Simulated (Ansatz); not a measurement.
# Zr2Nb: the cost of one run

Computed with Ansatz 0.2.0 (DFT PBE, scalar-relativistic, plane waves, PAW, unless a step's input says otherwise).

## (1) The starting structure

The structure is cubic, space group Fd-3m (No. 227). The conventional cell has a = 7.307 Å, b = 7.307 Å, c = 7.307 Å, α = 90.00°, β = 90.00°, γ = 90.00°. Around Zr (site symmetry -3m) lie 6 Zr at 2.58 Å. Around Nb (site symmetry -43m) lie 12 Zr at 3.03 Å and 4 Nb at 3.16 Å.

Coordinates:

```
Zr Nb
1.0
     0.00000    3.65369    3.65369
     3.65369    0.00000    3.65369
     3.65369    3.65369    0.00000
Zr Nb
4 2
Direct
  0.62500 0.62500 0.62500
  0.12500 0.62500 0.62500
  0.62500 0.62500 0.12500
  0.62500 0.12500 0.62500
  0.00000 0.00000 0.00000
  0.25000 0.25000 0.25000
```

(A quick probe on a coarse mesh, which set the mesh and smearing, is not shown.)

## (3) A loose first relaxation

The input, input.yaml:

```yaml
crystal:
  lattice:
    - [0.0, 3.6536912913, 3.6536912913]
    - [3.6536912913, 0.0, 3.6536912913]
    - [3.6536912913, 3.6536912913, 0.0]
  atoms:
    - { symbol: Zr, position: [0.625, 0.625, 0.625] }
    - { symbol: Zr, position: [0.125, 0.625, 0.625] }
    - { symbol: Zr, position: [0.625, 0.625, 0.125] }
    - { symbol: Zr, position: [0.625, 0.125, 0.625] }
    - { symbol: Nb, position: [0.0, 0.0, 0.0] }
    - { symbol: Nb, position: [0.25, 0.25, 0.25] }
basis:
  ecutwfc: 420
kpoints:
  mp_grid: { grid: [4, 4, 4] }
hamiltonian:
  xc: pbe
scf:
  occupations: { method: gaussian, width: 0.1 }
  lower_state_search: "off"
output:
  forces: true
  stress: true
  eigenvalues: true
relax:
  adjacent_minimum: "off"
  f_tol: 0.04
  max_steps: 70
  cell: { stress_tol: 0.4 }
```

Launch:

```bash
$ ansatz run input.yaml --threads 1 --pin off --max-ram 2560MiB --backend cpu --events-out ev --progress --plain --runs-dir out
```

Q: Estimate wall time and peak memory on 1 thread of Intel Xeon 6975P-C (Granite Rapids), shared host.

About 9.1 s, with a peak of 0.45 GiB.
